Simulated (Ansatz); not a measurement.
**CH6FGaSi: how energies converge with the basis set**

The task here is to estimate one member of a computed series from the others.

Computed with Ansatz 0.2.0, Gaussian basis. Level: one geometry, several basis sets.

Plan: PBE0-D4/def2-SVP; ωB97M-V/def2-SVP; PBE0-D4/def2-QZVPP; ωB97M-V/def2-QZVPP; the functionals' def2-TZVPP values are taken from earlier runs.

### Structure used throughout

The geometry comes from an earlier relaxation with PBE0-D4 in a triple-zeta def2 set; it is a stationary point, not always the lowest conformer.

SMILES `F[CH2][GaH][SiH3]`, 10 atoms, charge 0, spin multiplicity 1.

Atoms are counted from 1 here; the program's logs count them from 0.

Bond lengths: F1–C2 1.390 Å, C2–Ga3 1.993 Å, C2–H5 1.097 Å, C2–H6 1.097 Å, Ga3–Si4 2.418 Å, Ga3–H7 1.570 Å, Si4–H8 1.491 Å, Si4–H9 1.491 Å, Si4–H10 1.490 Å. Angles: F1–C2–Ga3 113.0°, F1–C2–H5 108.1°, F1–C2–H6 108.1°, Ga3–C2–H5 110.4°, Ga3–C2–H6 110.4°, H5–C2–H6 106.5°, C2–Ga3–Si4 119.3°, C2–Ga3–H7 119.1°, Si4–Ga3–H7 121.6°, Ga3–Si4–H8 110.3°, Ga3–Si4–H9 110.4°, Ga3–Si4–H10 112.9°, H8–Si4–H9 107.5°, H8–Si4–H10 107.8°, H9–Si4–H10 107.8°.

The first run:

in.yaml reads:

```yaml
crystal:
  periodic: [false, false, false]
  atoms:
    - {symbol: F, position_ang: [-1.034014, 2.328750, -1.706229]}
    - {symbol: C, position_ang: [-1.117658, 1.285738, -0.791161]}
    - {symbol: Ga, position_ang: [0.624982, 0.365560, -0.496603]}
    - {symbol: Si, position_ang: [0.740107, -1.479880, 1.061673]}
    - {symbol: H, position_ang: [-1.501438, 1.691229, 0.153356]}
    - {symbol: H, position_ang: [-1.869958, 0.574023, -1.153731]}
    - {symbol: H, position_ang: [1.891411, 0.859072, -1.283378]}
    - {symbol: H, position_ang: [1.699937, -1.169759, 2.159268]}
    - {symbol: H, position_ang: [1.225358, -2.710653, 0.375014]}
    - {symbol: H, position_ang: [-0.575628, -1.795379, 1.684591]}
basis:
  gaussian: {orbitals: def2-SVP}
hamiltonian: {xc: pbe0, dispersion: d4}
output: {orbitals: {seedname: orbitals}}
```

On the command line:

```sh
ansatz run in.yaml --threads 4 --pin off --events-out ev --progress --plain --max-ram 10444MiB
```

Among the steps run: PBE0-D4 in def2-SVP; ωB97M-V in def2-SVP; PBE0-D4 in def2-QZVPP; ωB97M-V in def2-QZVPP.

One of the session's tables, all rows but one given; the rest of the session is left out.

It belongs to the step «Density functionals: the series». 

```
functional       basis  HOMO (eV)  LUMO (eV)
   PBE0-D4    def2-SVP      -7.39      -2.00
   PBE0-D4  def2-TZVPP      -7.44      -2.02
   PBE0-D4  def2-QZVPP          ?          ?
   ωB97M-V    def2-SVP      -9.45      -0.26
   ωB97M-V  def2-TZVPP      -9.52      -0.31
   ωB97M-V  def2-QZVPP      -9.54      -0.41
```

Q: Estimate the row for PBE0-D4, def2-QZVPP from the others.

As computed: HOMO (eV): -7.46; LUMO (eV): -2.04. In the column «HOMO (eV)» it lies between ωB97M-V, def2-SVP (-9.45) and PBE0-D4, def2-TZVPP (-7.44).
